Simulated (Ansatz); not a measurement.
# BPt: from a guess to a relaxed structure

The task: take a trial cell of BPt to zero force and stress.

Program: Ansatz 0.2.0. Level of theory: DFT PBE, scalar-relativistic, plane waves, PAW. These are calculated values, not measurements.

### Step 1. Starting point

The structure is orthorhombic, space group Cmmm (No. 65). The conventional cell has a = 3.570 Å, b = 6.899 Å, c = 2.244 Å, α = 90.00°, β = 90.00°, γ = 90.00°. B (site symmetry mmm) has 2 Pt at 1.78 Å as nearest neighbours. Pt (site symmetry mmm) has 2 B at 1.78 Å as nearest neighbours.

Coordinates:

```xyz
2
Lattice="1.7848 -3.4495 0.0000 1.7848 3.4495 0.0000 0.0000 0.0000 2.2440" Properties=species:S:1:pos:R:3 pbc="T T T"
B     1.7848    0.0000    0.0000
Pt    0.0000    0.0000    0.0000
```

Recipe of the guess: random cell by space group and Wyckoff sites (Cmmm, No. 65). The dimensions are guesses.

### Step 2. The guess as it stands, on a coarse mesh

input.yaml

```yaml
crystal:
  lattice:
    - [1.78482382, -3.4494574, 0.0]
    - [1.78482382, 3.4494574, 0.0]
    - [0.0, 0.0, 2.2439662]
  atoms:
    - { symbol: B, position: [0.5, 0.5, 0.0] }
    - { symbol: Pt, position: [0.0, 0.0, 0.0] }
basis:
  ecutwfc: 420
kpoints:
  mp_grid: { grid: [6, 6, 8] }
hamiltonian:
  xc: pbe
scf:
  occupations: { method: gaussian, width: 0.1 }
  lower_state_search: "off"
output:
  forces: true
  stress: true
  eigenvalues: true
```

Launch:

```sh
> ansatz run input.yaml --threads 1 --pin off --max-ram 2560MiB --backend cpu --events-out ev --progress --plain --runs-dir out
```

The session goes on with these runs: a loose first relaxation; final relaxation.

Q: Predict the outcome of this session. Wanted: conventional cell; volume; energy over the elements; gap on the mesh.

**Answer**, as computed:

```
                              quantity                                                                      value
symmetry at the end (tolerance 0.05 Å)                                               space group P4/mmm (No. 123)
                     conventional cell  a = 3.041 Å, b = 3.041 Å, c = 2.876 Å, α = 90.00°, β = 90.00°, γ = 90.00°
                                volume                                                              13.30 Å³/atom
              energy over the elements                                                              +0.36 eV/atom
                       gap on the mesh                                                               none (metal)
```

In words: The symmetry goes from space group Cmmm (No. 65) to space group P4/mmm (No. 123), and the volume per atom shrinks by 3.7 % from the first guess. The formation energy is positive, so the separate elements lie lower. No finished test with a distortion of lower symmetry is shown, so the end may be a saddle point. Spin-orbit coupling is left out for Pt.
